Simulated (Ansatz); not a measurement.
**Ga2BH (triplet): wave-function methods side by side at distance Ga2–Ga3 = 2.143 Å, cc-pVDZ**

The task here is to estimate one member of a computed series from the others.

Method: cc-pVDZ, core rule «outside noble gas», up to 29 orbitals frozen; program: Ansatz 0.2.0, Gaussian basis.

The runs, in order: UHF; CCSD(T) on ROHF; CCSD(T) on UHF; BCCD(T) on ROHF; CISD; CCSDT(Q) on ROHF; CCSDT(Q) on UHF; CASSCF and MRCISD+Q, 4 electrons in 4 orbitals; CASSCF and NEVPT2, 4 electrons in 4 orbitals; CASSCF and NEVPT2, 10 electrons in 10 orbitals.

32 further runs of the same task are left out: 2 for a mislabelled method, 24 that didn't finish, 6 set aside as unsound or not needed.

## What is computed

The geometry derives from a PBE0/def2-TZVP stationary point (not a proven minimum). One bond is set to the value named and the two fragments are kept rigid. No spin-orbit coupling is included. The filled d shell of Ga may be among the frozen orbitals whatever the setting's name suggests; the logs give the count.

4 atoms, charge 0, spin multiplicity 3.

Atoms are counted from 1 here; the program's logs count them from 0.

Bond lengths: B1–Ga2 1.941 Å, B1–H4 1.189 Å, Ga2–Ga3 2.143 Å. Angles: Ga2–B1–H4 180.0°, B1–Ga2–Ga3 180.0°.

Set-up of the first run:

in.yaml reads:

```yaml
crystal:
  periodic: [false, false, false]
  atoms:
    - {symbol: B, position_ang: [0.000000, 0.000000, 1.209110]}
    - {symbol: Ga, position_ang: [0.000000, 0.000000, -0.731874]}
    - {symbol: Ga, position_ang: [0.000000, 0.000000, -2.874874]}
    - {symbol: H, position_ang: [0.000000, 0.000000, 2.397638]}
basis:
  gaussian: {orbitals: cc-pVDZ}
magnetization: {spin_polarized: true, initial_magnetization: 2}
hamiltonian: {xc: hf}
output: {orbitals: {seedname: orbitals}}
```

Launch:

```console
> ansatz run in.yaml --threads 1 --pin off --events-out ev --progress --plain --max-ram 2393MiB
```

Steps of the session up to this table: UHF; CCSD(T) on ROHF; CCSD(T) on UHF; BCCD(T) on ROHF; CISD; CCSDT(Q) on ROHF; CCSDT(Q) on UHF; CASSCF and MRCISD+Q, 4 electrons in 4 orbitals; CASSCF and NEVPT2, 4 electrons in 4 orbitals; CASSCF and NEVPT2, 10 electrons in 10 orbitals.

One table of the session follows, with a row left open; its other results are not shown here.

```
         method  from RCCSDT(Q) (kJ/mol)
           ROHF                   +537.4
            UHF                   +515.6
           RMP2                   +132.4
           UMP2                   +155.7
          RCCSD                    +28.8
          UCCSD                    +31.6
       RCCSD(T)                     +7.2
       UCCSD(T)                     +9.3
        BCCD(T)                     +7.1
         RCCSDT                     +1.8
         UCCSDT                     +2.3
      RCCSDT(Q)                        0
      UCCSDT(Q)                      0.0
    CASSCF pair                   +497.0
    NEVPT2 pair                   +140.0
CASSCF frontier                        ?
NEVPT2 frontier                   +110.4
```

Q: Estimate the row for CASSCF frontier from the others.

As computed: from RCCSDT(Q) (kJ/mol): +368.2. In the column «from RCCSDT(Q) (kJ/mol)» it lies between UMP2 (+155.7) and CASSCF pair (+497.0).

Among the levels timed on like hardware and quicker than the yardstick, those that no quicker one beats, quickest first: NEVPT2 pair (50 s, +140.0 kJ/mol); RCCSD(T) (76 s, +7.2 kJ/mol); BCCD(T) (81 s, +7.1 kJ/mol).

Not comparable, so not listed: CISD; CASSCF and MRCISD+Q, 4 electrons in 4 orbitals (they don't share determinant, frozen orbitals or solution with the rows shown, or repeat one).

To keep in mind: The determinant is far from a pure spin state, so its energy mixes those of several spin states (harmless only where they are near-degenerate, as at dissociation). Of the multireference levels listed NEVPT2 frontier comes nearest in total energy (+110.4 kJ/mol), which doesn't show that its space is the better one. Restricted and unrestricted rows rest on different reference determinants; where their highest levels disagree by more than a few hundredths of an eV, they describe different states and don't form one ladder. Warnings in the runs' records: passed over end.
